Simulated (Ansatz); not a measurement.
This session for a rigid scan of one bond angle of BClH₃OSi, SMILES [SiH3]O[B]Cl with the Ansatz DFT code, driven from Python holds a mistake.

Notebook, run cell by cell (the value of a cell's last expression is shown):

```python
from dataclasses import dataclass
import warnings

import ansatz as az
from ase import Atoms
```

```python
@dataclass(frozen=True)
class Options:
    basis_set: str = 'def2-SVP'
    functional: str = 'pbe0'
    fmax: float = 0.02
```

```python
opts = Options()

warnings.simplefilter('ignore', az.DeckWarning)
```

```python
atoms = Atoms(['Si', 'O', 'B', 'Cl', 'H', 'H', 'H'], positions=[
    (-0.4287, 0.5735, 0.4314),
    (0.3549, -0.8532, 0.7396),
    (1.3017, -0.9884, -0.3532),
    (0.9893, -1.9411, -1.8614),
    (-1.478, 0.8335, 1.4539),
    (0.463, 1.767, 0.4183),
    (-1.141, 0.5408, -0.8742),
])
```

```python
# relax first, so that the scan starts from a minimum
first = az.Crystal.molecule_from_ase(atoms).calculation()
first = first.basis(gaussian=opts.basis_set)
first = first.functional(opts.functional)
first = first.spin('collinear', total=1)
first = first.relax(force_tolerance=opts.fmax, max_steps=30)
atoms.positions = first.run(threads=1).report['positions_ang']
```

```python
rows = []
for angle in [90, 100, 110, 120, 135, 150, 165, 179]:
    bent = atoms.copy()
    bent.set_angle(0, 1, 2, angle, indices=[2, 3])
    base = (
        az.Crystal.molecule_from_ase(bent).calculation()
        .basis(gaussian=opts.basis_set)
        .functional(opts.functional)
        .spin('collinear', total=1)
    )
    rows.append((angle, base.report['free_energy_ev']))
floor = min(e for _, e in rows)
for angle, e in rows:
    print(f'angle Si0-O1-B2 = {angle:3d} deg   {1000 * (e - floor):9.1f} meV')
```

    Traceback (most recent call last):
      File "<cell 6>", line 11, in <module>
        rows.append((angle, base.report['free_energy_ev']))
                            ^^^^^^^^^^^
    AttributeError: 'Calculation' object has no attribute 'report'

Why does it end like this?

The fault: the calculation is never run. The correction:

```diff
--- before
+++ after
@@
 first = first.spin('collinear', total=1)
-first = first.relax(force_tolerance=opts.fmax, max_steps=30)
+first = first.relax(force_tolerance=opts.fmax, max_steps=80)
 atoms.positions = first.run(threads=1).report['positions_ang']
@@
     )
-    rows.append((angle, base.report['free_energy_ev']))
+    rows.append((angle, base.run(threads=1).report['free_energy_ev']))
 floor = min(e for _, e in rows)
```

Run as a notebook:

(earlier cells as before)

```python
# relax first, so that the scan starts from a minimum
first = az.Crystal.molecule_from_ase(atoms).calculation()
first = first.basis(gaussian=opts.basis_set)
first = first.functional(opts.functional)
first = first.spin('collinear', total=1)
first = first.relax(force_tolerance=opts.fmax, max_steps=80)
atoms.positions = first.run(threads=1).report['positions_ang']
```

```python
rows = []
for angle in [90, 100, 110, 120, 135, 150, 165, 179]:
    bent = atoms.copy()
    bent.set_angle(0, 1, 2, angle, indices=[2, 3])
    base = (
        az.Crystal.molecule_from_ase(bent).calculation()
        .basis(gaussian=opts.basis_set)
        .functional(opts.functional)
        .spin('collinear', total=1)
    )
    rows.append((angle, base.run(threads=1).report['free_energy_ev']))
floor = min(e for _, e in rows)
for angle, e in rows:
    print(f'angle Si0-O1-B2 = {angle:3d} deg   {1000 * (e - floor):9.1f} meV')
```

    angle Si0-O1-B2 =  90 deg       800.7 meV
    angle Si0-O1-B2 = 100 deg       396.1 meV
    angle Si0-O1-B2 = 110 deg       161.7 meV
    angle Si0-O1-B2 = 120 deg        44.4 meV
    angle Si0-O1-B2 = 135 deg         0.0 meV
    angle Si0-O1-B2 = 150 deg        27.7 meV
    angle Si0-O1-B2 = 165 deg        67.8 meV
    angle Si0-O1-B2 = 179 deg        89.5 meV

Caveats:
- The scan is rigid, and the energies are electronic, in a modest basis. The zero is the lowest point of the grid, which needn't be the minimum.
- The run takes the species as open-shell (spin multiplicity 2), which needn't be its ground state.
- Finished in 88 s on 1 thread of Arm Neoverse V1 (shared host), peak memory 0.28 GiB.
